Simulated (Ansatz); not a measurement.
**AlFILi (SMILES [Li][Al]([F])[I]): one structure at several levels**

An exercise on one series of results from a longer session: the logs are not shown, and one member is left open.

Method: single points in def2-TZVPP; program: Ansatz 0.2.0, Gaussian basis.

Correlated methods freeze the cores. Filled d shells of the heavier atoms are correlated. Core potentials replace the inner electrons past krypton, and spin-orbit coupling is left out. The outer core shell of Li, Na, Mg and K is correlated. B3LYP uses VWN-RPA correlation.

### Starting geometry

SMILES `[Li][Al]([F])[I]`, 4 atoms, charge 0, spin multiplicity 1.

Atoms are counted from 1 here; the program's logs count them from 0.

Bond lengths: Al2–F3 1.660 Å, Al2–I4 2.656 Å. Angles: F3–Al2–I4 112.1°.

Geometry (Å):

```xyz
4

Li    0.9526   -1.7499    1.4358
Al   -0.2665   -0.0265    0.0507
F    -1.8887   -0.0581   -0.3018
I     1.0328    1.7923   -1.3836
```

The first run:

Contents of run/in.yaml:

```yaml
crystal:
  periodic: [false, false, false]
  atoms:
    - {symbol: Li, position_ang: [0.952600, -1.749900, 1.435800]}
    - {symbol: Al, position_ang: [-0.266500, -0.026500, 0.050700]}
    - {symbol: F, position_ang: [-1.888700, -0.058100, -0.301800]}
    - {symbol: I, position_ang: [1.032800, 1.792300, -1.383600]}
basis:
  gaussian: {orbitals: def2-TZVPP}
correlation: {method: ccsd_t}
output: {forces: true}
```

The command line of these runs was not kept.

Steps of the session up to this table: CCSD(T)/def2-TZVPP; PBE0-D4/def2-TZVPP; wB97M-V/def2-TZVPP; r2SCAN-D4/def2-TZVPP; PBE-D4/def2-TZVPP; SPW92/def2-TZVPP; B3LYP-D4/def2-TZVPP.

One table of the session follows, with a row left open; its other results are not shown here.

| method | RMS force component (eV/Å) | angle to CCSD(T) forces (°) | dipole (D) |
| --- | --- | --- | --- |
| CCSD(T) | 0.314 | reference | 9.68 |
| PBE0-D4 | 0.293 | 3.7 | 9.51 |
| wB97M-V | ? | ? | ? |
| r2SCAN-D4 | 0.292 | 4.6 | 9.51 |
| PBE-D4 | 0.355 | 30.9 | 9.18 |
| SPW92 | 0.311 | 9.6 | 9.41 |
| B3LYP-D4 | 0.255 | 13.8 | 9.51 |

Estimate the missing values for wB97M-V.

The run gave: RMS force component (eV/Å): 0.297; angle to CCSD(T) forces (°): 9.2; dipole (D): 9.74. In the column «RMS force component (eV/Å)» it lies between PBE0-D4 (0.293) and SPW92 (0.311).
